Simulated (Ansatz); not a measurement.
# TaRu5: properties of a relaxed candidate

The task, for TaRu5: repeat the electronic structure at other levels of theory.

Computed with Ansatz 0.2.0 (DFT PBE, scalar-relativistic, plane waves, PAW, unless a step names another level, unless a step's input says otherwise).

2 further runs of the same task are left out: 1 that didn't finish, 1 set aside as unsound or not needed.

## Step 1: The structure to begin with

Symmetry: P-62m, No. 189, hexagonal system. The conventional cell has a = 4.788 Å, b = 4.788 Å, c = 4.375 Å, α = 90.00°, β = 90.00°, γ = 120.00°. Ta (site symmetry -62m) is surrounded by 12 Ru at 2.74 to 2.76 Å. Ru (site symmetry m2m) is surrounded by 10 Ru at 2.69 to 2.87 Å and 2 Ta at 2.74 Å. Around Ru (site symmetry -6) lie 9 Ru at 2.69 to 2.76 Å and 3 Ta at 2.76 Å.

Coordinates:

```
CELL_PARAMETERS angstrom
4.78823 0.00000 0.00000
-2.39412 4.14673 0.00000
0.00000 0.00000 4.37481
ATOMIC_POSITIONS crystal
Ta 0.00000 0.00000 0.50000
Ru 0.00000 0.65379 0.00000
Ru 0.65379 0.00000 0.00000
Ru 0.34621 0.34621 0.00000
Ru 0.33333 0.66667 0.50000
Ru 0.66667 0.33333 0.50000
```

The cell was relaxed beforehand at this level, from a generated guess; it needn't be the stable form of this composition. At a tolerance of 0.05 Å it has space group P-62m (No. 189); it has 14.48 Å³/atom, an uncorrected energy of -0.10 eV/atom over the elements and, on its mesh, gap none (metal).

## Step 2: Level of theory: r2SCAN

input.yaml reads:

```yaml
crystal:
  lattice:
    - [4.7882322403, 0.0, 0.0]
    - [-2.3941161201, 4.1467307593, 0.0]
    - [0.0, 0.0, 4.3748132317]
  atoms:
    - { symbol: Ta, position: [0.0, 0.0, 0.5] }
    - { symbol: Ru, position: [0.0, 0.6537911426, 0.0] }
    - { symbol: Ru, position: [0.6537911426, 0.0, 0.0] }
    - { symbol: Ru, position: [0.3462088574, 0.3462088574, 0.0] }
    - { symbol: Ru, position: [0.3333333333, 0.6666666667, 0.5] }
    - { symbol: Ru, position: [0.6666666667, 0.3333333333, 0.5] }
basis:
  ecutwfc: 500
kpoints:
  mp_grid: { grid: [12, 12, 8] }
  band_path:
    path:
      - [[0.0, 0.0, 0.0], [0.5, 0.0, 0.0], [0.33333333, 0.33333333, 0.0], [0.0, 0.0, 0.0], [0.0, 0.0, 0.5], [0.5, 0.0, 0.5], [0.33333333, 0.33333333, 0.5], [0.0, 0.0, 0.5]]
      - [[0.5, 0.0, 0.5], [0.5, 0.0, 0.0]]
      - [[0.33333333, 0.33333333, 0.5], [0.33333333, 0.33333333, 0.0]]
    npoints: 14
hamiltonian:
  xc: r2scan
scf:
  occupations: { method: gaussian, width: 0.1 }
  n_extra_bands: 15
output:
  forces: true
  stress: true
  eigenvalues: true
  populations: true
  dos: { projected: true, de: 0.02, nscf_kmesh: { grid: [15, 15, 10] } }
  bader: true
  write_density: true
  write_potential: true
  elf: true
  volumetric_format: npy
```

Launch:

```sh
$ ansatz run input.yaml --threads 1 --pin off --max-ram 2560MiB --backend cpu --events-out ev --progress --plain --runs-dir out
```

## Step 3: Level of theory: PBEsol

input.yaml: that of step 2 with these lines changed.

```diff
@@ -13,3 +13,3 @@
 basis:
-  ecutwfc: 500
+  ecutwfc: 420
 kpoints:
@@ -23,3 +23,3 @@
 hamiltonian:
-  xc: r2scan
+  xc: pbesol
 scf:
@@ -34,5 +34 @@
   bader: true
-  write_density: true
-  write_potential: true
-  elf: true
-  volumetric_format: npy
```

(Steps that only read results are left out.)

Q: Predict the outcome of this session. Wanted: gap; states at the Fermi level; Bader charges (for each run or level that gives them).

The runs gave:

| quantity | value |
| --- | --- |
| gap (r2SCAN) | none (metal) |
| states at the Fermi level (r2SCAN) | 7.12 per eV per cell |
| Bader charges (r2SCAN) | Ta +1.36, Ru -0.31 to -0.25 e |
| gap (PBEsol) | none (metal) |
| states at the Fermi level (PBEsol) | 7.52 per eV per cell |
| Bader charges (PBEsol) | Ta +1.24, Ru -0.28 to -0.23 e |

All levels find a metal. At this fixed cell PBEsol gives -9.7 GPa, so it would relax to a smaller volume. Spin-orbit coupling is left out, which matters for the bands of Ta.
